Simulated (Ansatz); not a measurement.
In, space group Im-3m, a phonon calculation by linear response

With the Python package of Ansatz (0.2.0).

Contents of `in.xyz`:
```text
1
Lattice="-1.88252524 1.88252524 1.88252524 1.88252524 -1.88252524 1.88252524 1.88252524 1.88252524 -1.88252524" Properties=species:S:1:pos:R:3 pbc="T T T"
In    0.00000000    0.00000000    0.00000000
```

Typed at the interpreter:
```pycon
>>> from pathlib import Path
>>> import ansatz as az
>>> import numpy as np
>>> xtal = az.Crystal.from_extxyz("in.xyz")
>>> calc = (
...     xtal.calculation()
...     .occupations("Methfessel-Paxton", width=0.1)
...     .functional("lda")
...     .basis(450)
...     .kpoints(12, 12, 12)
...     .phonons("dfpt", points=[(0, 0, 0), (0.5, 0, 0.5), (0.5, 0, 0)])
... )
>>> out = calc.run(threads=1, runs_dir="runs")

>>> ph = out.phonons
>>> for q in ph.qpoints:
...     print("q =", np.round(q.q_frac, 3), "1/cm:", " ".join(f"{w:.1f}" for w in q.omega_inv_cm))
...
q = [0. 0. 0.] 1/cm: -0.0 0.0 0.0
q = [0.5 0.  0.5] 1/cm: -14.5 45.2 93.5
q = [0.5 0.  0. ] 1/cm: -14.5 45.2 93.5
```

The cell isn't relaxed first, so the values belong to this volume. A negative frequency stands for an imaginary mode. This isn't the structure that In takes at ambient conditions. The structure is taken as given; imaginary modes can come from an unrelaxed or unstable start. Phonons of metals also depend on mesh and smearing. It ran for 35 s on 1 thread of Arm Neoverse V2, with other jobs on the host, peak memory 0.74 GiB.

(Lines on the test bed's own set-up are left out of the output.)
